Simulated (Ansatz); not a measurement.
I need a geometry optimisation of C₃H₆FSi₂, SMILES FC[SiH2]C#C[SiH2]. Use Ansatz 0.2.0, Python API. Level of theory: r2SCAN, 6-31G* basis, multiplicity 2.

| atom | x (Å) | y (Å) | z (Å) |
| --- | --- | --- | --- |
| F | -3.4632 | 0.9412 | 0.3157 |
| C | -2.3016 | 0.2226 | 0.5225 |
| Si | -0.9182 | 0.9751 | -0.4796 |
| C | 0.6070 | 0.0298 | -0.2068 |
| C | 1.6187 | -0.5986 | -0.0247 |
| Si | 3.1429 | -1.5454 | 0.2497 |
| H | -2.0359 | 0.2509 | 1.5992 |
| H | -2.4565 | -0.8296 | 0.2071 |
| H | -1.2694 | 0.9362 | -1.9068 |
| H | -0.7116 | 2.3692 | -0.0607 |
| H | 3.6159 | -2.0908 | -1.0313 |
| H | 4.1719 | -0.6606 | 0.8156 |

`c3h6fsi2_opt.py`:
```python
import argparse

import ansatz as az
import numpy as np

parser = argparse.ArgumentParser(description="Geometry optimisation of C3H6FSi2.")
parser.add_argument("--basis", default="6-31G*", help="basis")
parser.add_argument("--xc", default="r2scan", help="exchange-correlation functional")
args = parser.parse_args()


def main() -> None:
    geometry = (
        az.Crystal.molecule()
        .atom("F", (-3.4632, 0.9412, 0.3157))
        .atom("C", (-2.3016, 0.2226, 0.5225))
        .atom("Si", (-0.9182, 0.9751, -0.4796))
        .atom("C", (0.607, 0.0298, -0.2068))
        .atom("C", (1.6187, -0.5986, -0.0247))
        .atom("Si", (3.1429, -1.5454, 0.2497))
        .atom("H", (-2.0359, 0.2509, 1.5992))
        .atom("H", (-2.4565, -0.8296, 0.2071))
        .atom("H", (-1.2694, 0.9362, -1.9068))
        .atom("H", (-0.7116, 2.3692, -0.0607))
        .atom("H", (3.6159, -2.0908, -1.0313))
        .atom("H", (4.1719, -0.6606, 0.8156))
    )

    model = (
        geometry.calculation()
        .basis(gaussian=args.basis)
        .functional(args.xc)
        .spin("collinear", total=1)
        .accuracy("medium")
    )
    symbols = [site.symbol for site in geometry.cartesian_sites]
    start = np.array([site.position_ang for site in geometry.cartesian_sites], dtype=float)
    def progress(event):
        if event["event"] == "relax_step":
            row = event["data"]
            print(f"step {row['step']:3d}  E = {row['lagrangian_ev']:.6f} eV  max force {row['allowed_force_max_ev_ang']:.4f} eV/A")


    summary = model.relax(force_tolerance=0.005).session().plan().execute(on_event=progress).report
    end = np.array(summary["positions_ang"])

    print(f"E = {summary['free_energy_ev']:.6f} eV = {summary['free_energy_ev'] / 27.211386246:.7f} Ha")
    print("converged:", summary["converged"], " doubts:", summary["published_state_doubts"] or "none")

    print("bond        before    after (A)")
    for i, j in [(0, 1), (1, 2), (1, 6), (1, 7), (2, 3), (2, 8), (2, 9), (3, 4), (4, 5), (5, 10), (5, 11)]:
        d0, d1 = (np.linalg.norm(xyz[i] - xyz[j]) for xyz in (start, end))
        print(f"{symbols[i]}{i}-{symbols[j]}{j}".ljust(10), f"{d0:8.4f} {d1:8.4f}")
    for i, j, k in [(0, 1, 2), (0, 1, 6), (0, 1, 7), (2, 1, 6), (2, 1, 7), (6, 1, 7), (1, 2, 3), (1, 2, 8)]:
        u, v = end[i] - end[j], end[k] - end[j]
        print(f"angle {symbols[i]}{i}-{symbols[j]}{j}-{symbols[k]}{k}: {np.degrees(np.arccos(np.clip(u @ v / np.linalg.norm(u) / np.linalg.norm(v), -1, 1))):.2f} deg")
    with open("c3h6fsi2_opt.xyz", "w") as handle:
        handle.write(f"{len(symbols)}\nrelaxed C3H6FSi2\n")
        handle.writelines(f"{s:2s} {x:11.6f} {y:11.6f} {z:11.6f}\n" for s, (x, y, z) in zip(symbols, end))


if __name__ == "__main__":
    main()
```

Running `python c3h6fsi2_opt.py` prints:
```text
step   1  E = -21671.981328 eV  max force 2.4677 eV/A
step   2  E = -21672.075636 eV  max force 0.4306 eV/A
step   3  E = -21672.084561 eV  max force 0.1549 eV/A
step   4  E = -21672.089906 eV  max force 0.0537 eV/A
step   5  E = -21672.090611 eV  max force 0.0773 eV/A
step   6  E = -21672.091029 eV  max force 0.0202 eV/A
step   7  E = -21672.091157 eV  max force 0.0119 eV/A
step   8  E = -21672.091174 eV  max force 0.0014 eV/A
E = -21672.091190 eV = -796.4346614 Ha
converged: True  doubts: none
bond        before    after (A)
F0-C1        1.3815   1.4023
C1-Si2       1.8666   1.9031
C1-H6        1.1094   1.0989
C1-H7        1.1093   1.0989
Si2-C3       1.8150   1.8253
Si2-H8       1.4703   1.4860
Si2-H9       1.4703   1.4860
C3-C4        1.2048   1.2341
C4-Si5       1.8152   1.8004
Si5-H10      1.4704   1.4866
Si5-H11      1.4704   1.4866
angle F0-C1-Si2: 107.17 deg
angle F0-C1-H6: 108.63 deg
angle F0-C1-H7: 108.63 deg
angle Si2-C1-H6: 112.19 deg
angle Si2-C1-H7: 112.19 deg
angle H6-C1-H7: 107.92 deg
angle C1-Si2-C3: 109.34 deg
angle C1-Si2-H8: 108.97 deg
```

`c3h6fsi2_opt.xyz`, as written:
```text
12
relaxed C3H6FSi2
F    -3.472260    0.917071    0.337095
C    -2.290632    0.190833    0.543802
Si   -0.933715    1.014891   -0.505807
C     0.636813    0.112553   -0.279871
C     1.690394   -0.508772   -0.115840
Si    3.144477   -1.514204    0.225081
H    -2.052264    0.205999    1.616481
H    -2.464844   -0.853954    0.250958
H    -1.339260    0.978203   -1.934920
H    -0.775601    2.426459   -0.069163
H     3.642249   -2.220731   -0.984428
H     4.214644   -0.748346    0.916511
```

Caveats:
- These settings explore the input space; basis and method may be short of convergence.
- The end point is the stationary point reached from this start; no frequency run checks that it is a minimum, and the basis set is modest.
- The species is open-shell (spin multiplicity 2).
- It ran for 2.5 min on 1 thread of Arm Neoverse V1, on a shared host, peak memory 0.32 GiB.

(A comment or docstring line of the script was reworded after the run, the code is as it ran; lines on the test bed's own set-up are left out of the output.)
